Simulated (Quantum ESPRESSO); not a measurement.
Crystal: GaGe3.

```
Ge Ga
1.0
     0.00000    3.38717    3.38717
     3.38717    0.00000    3.38717
     3.38717    3.38717    0.00000
Ge Ga
3 1
Direct
  0.50000 0.50000 0.50000
  0.75000 0.75000 0.75000
  0.25000 0.25000 0.25000
  0.00000 0.00000 0.00000
```

The cell comes from a database or a generator and needn't be the stable form of this composition.

```yaml
Program: Quantum ESPRESSO 7.5
Task: single point
Functional: PBEsol
Potentials_or_basis: GBRV 1.5 PBEsol
Cutoff: 762 eV
Density_cutoff: 6095 eV
k_mesh: 7 × 7 × 7
Occupations: fermi-dirac, width 0.05 eV
Spin: no spin polarisation
```

On this cell: pressure -3.9 GPa; largest force zero by symmetry; band gap on the k mesh none (metal or under the smearing width).

The same run follows on a disturbed copy (atoms moved at random, drawn with an rms of 0.05 Å):

```
Ge Ga
1.0
     0.00000    3.38717    3.38717
     3.38717    0.00000    3.38717
     3.38717    3.38717    0.00000
Ge Ga
3 1
Cartesian
  3.3730 3.3939 3.4160
  5.0738 5.0998 5.1187
  1.7175 1.6971 1.7076
  -0.0238 0.0694 -0.0266
```

Q: What changes?

A: The energy (extrapolated to zero smearing) moves by +1.9 meV/atom; pressure -3.8 GPa; largest force 0.156 eV/Å; band gap on the k mesh none (metal or under the smearing width).

Forces on the atoms (eV/Å):
```
Ge   0.019  0.028 -0.026
Ge   0.008  0.018 -0.054
Ge  -0.073  0.062 -0.023
Ga   0.046 -0.108  0.103
```

Stress tensor (GPa, compression positive):
```
-3.86 -0.01  0.03
-0.01 -3.83 -0.08
 0.03 -0.08 -3.83
```
